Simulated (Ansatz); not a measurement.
**CH3F2InO: one species, many methods**

The task here is to estimate one member of a computed series from the others.

Program: Ansatz 0.2.0, Gaussian basis. Level of theory: functionals in def2-TZVPP, the program's frozen cores in correlated methods. These are calculated values, not measurements.

Plan: LDA (SPW92), PBE-D4, revPBE-D4, BLYP-D4, r2SCAN-D4, B97M-V, PBE0-D4, B3LYP-D4, r2SCANh-D4, r2SCAN0-D4, HSE06-D4, BHLYP-D4, CAM-B3LYP-D4, LC-ωPBE, ωB97X-V, ωB97M-V, B2PLYP, PBE-QIDH; CCSD(T)/def2-SVP; CCSD(T)/def2-TZVPP; MP2/def2-QZVPP; extrapolation to the limit; RPA on PBE.

## The relaxed structure

All runs share one geometry, relaxed beforehand with PBE0-D4 in a triple-zeta def2 set. In takes the def2 core potential; no spin-orbit term is included.

SMILES `C[O][In]([F])[F]`, 8 atoms, charge 0, spin multiplicity 1.

Atoms are counted from 1 here; the program's logs count them from 0.

Bond lengths: C1–O2 1.414 Å, C1–H6 1.094 Å, C1–H7 1.096 Å, C1–H8 1.096 Å, O2–In3 1.954 Å, In3–F4 1.936 Å, In3–F5 1.924 Å. Angles: O2–C1–H6 107.1°, O2–C1–H7 112.6°, O2–C1–H8 112.6°, H6–C1–H7 108.1°, H6–C1–H8 108.1°, H7–C1–H8 108.2°, C1–O2–In3 121.6°, O2–In3–F4 121.6°, O2–In3–F5 123.3°, F4–In3–F5 115.1°.

The first run:

Contents of in.yaml:

```yaml
crystal:
  periodic: [false, false, false]
  atoms:
    - {symbol: C, position_ang: [-0.370943, -0.710914, 1.103589]}
    - {symbol: O, position_ang: [0.381278, 0.418477, 0.704406]}
    - {symbol: In, position_ang: [0.524741, 0.940224, -1.172880]}
    - {symbol: F, position_ang: [-0.354659, -0.064442, -2.575264]}
    - {symbol: F, position_ang: [1.533143, 2.465417, -1.771422]}
    - {symbol: H, position_ang: [-0.291245, -0.781907, 2.191884]}
    - {symbol: H, position_ang: [0.009810, -1.643927, 0.673758]}
    - {symbol: H, position_ang: [-1.432125, -0.622919, 0.845938]}
basis:
  gaussian: {orbitals: def2-TZVPP}
hamiltonian: {xc: lda}
output: {orbitals: {seedname: orbitals}}
```

Among the steps run: LDA; PBE-D4 (GGA); revPBE-D4 (GGA); BLYP-D4 (GGA); r2SCAN-D4 (meta-GGA); B97M-V (meta-GGA); PBE0-D4 (hybrid); B3LYP-D4 (hybrid); r2SCANh-D4 (hybrid); r2SCAN0-D4 (hybrid); HSE06-D4 (hybrid); BHLYP-D4 (hybrid); CAM-B3LYP-D4 (range-separated); LC-ωPBE (range-separated); ωB97X-V (range-separated); ωB97M-V (range-separated); B2PLYP (double hybrid); PBE-QIDH (double hybrid).

One table of the session follows, with a row left open; its other results are not shown here.

It belongs to the step «Orbital energies across the functionals». 

| functional | HOMO (eV) | LUMO (eV) | gap (eV) |
| --- | --- | --- | --- |
| LDA (SPW92) | -7.16 | -4.08 | 3.08 |
| PBE-D4 | -6.95 | -3.71 | 3.25 |
| revPBE-D4 | -6.87 | -3.55 | 3.32 |
| BLYP-D4 | -6.90 | -3.71 | 3.19 |
| r2SCAN-D4 | -7.27 | -3.49 | 3.78 |
| B97M-V | -7.37 | -3.62 | 3.74 |
| PBE0-D4 | -8.52 | -2.78 | 5.74 |
| B3LYP-D4 | -8.31 | -3.16 | 5.15 |
| r2SCANh-D4 | -7.86 | -3.16 | 4.70 |
| r2SCAN0-D4 | -8.75 | -2.65 | 6.10 |
| HSE06-D4 | -8.11 | -3.16 | 4.95 |
| BHLYP-D4 | -10.07 | -1.95 | 8.11 |
| CAM-B3LYP-D4 | -10.01 | -1.86 | 8.15 |
| LC-ωPBE | ? | ? | ? |
| ωB97X-V | -10.98 | -0.63 | 10.35 |
| ωB97M-V | -10.92 | -0.80 | 10.11 |

**Question.** Estimate the row for LC-ωPBE.

**Answer.** HOMO (eV): -11.30; LUMO (eV): -0.41; gap (eV): 10.88. In the column «HOMO (eV)» it is the lowest.
